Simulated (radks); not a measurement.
**Ru⁺ in [Ar] 3d10 4s1.75 4p6 4d7 4f0.25: an all-electron calculation**

One table from this session's results is given with a row withheld; the runs are named, their logs left out.

Program: radks (a radial shooting solver on a logarithmic mesh, Libxc functionals) version 1. Level of theory: scalar-relativistic Kohn-Sham, PBE, spin-unpolarised, spherical densities, finite nucleus. These are calculated values, not measurements, unless marked.

### The atom as given

* element: ruthenium (Z = 44)
* charge: +1
* electrons: 43
* configuration: [Ar] 3d10 4s1.75 4p6 4d7 4f0.25
* nuclear rms radius: 4.4809 fm

Set-up of the first run:

Settings of this run:

```text
Z 44
configuration [Ar] 3d10 4s1.75 4p6 4d7 4f0.25
relativity scalar-relativistic
functional pbe,pbe
spin unpolarised
nucleus finite rms 4.4809 fm
c 137.035999084
```

Among the steps run: Self-consistent calculation.

One table of the session follows, with a row left open; its other results are not shown here.

It belongs to the step «Orbitals and density». Radial moments (bohr):

| level | <r> | outermost maximum (interpolated) | 90 % within | nodes |
| --- | --- | --- | --- | --- |
| 1s | 0.03344 | 0.0217 | 0.0599 | 0 |
| 2s | 0.1457 | 0.123 | 0.225 | 1 |
| 2p | ? | ? | ? | ? |
| 3s | 0.4026 | 0.362 | 0.594 | 2 |
| 3p | 0.4030 | 0.355 | 0.608 | 1 |
| 3d | 0.3841 | 0.301 | 0.611 | 0 |
| 4s | 1.018 | 0.914 | 1.48 | 3 |
| 4p | 1.125 | 0.982 | 1.67 | 2 |
| 4d | 1.597 | 1.20 | 2.56 | 1 |
| 4f | 11.90 | 11.3 | 16.8 | 0 |

Q: Estimate the row for 2p from the others.

The run gave: <r>: 0.1270; outermost maximum (interpolated): 0.0982; 90 % within: 0.207; nodes: 0. In the column «<r>» it lies between 1s (0.03344) and 2s (0.1457).
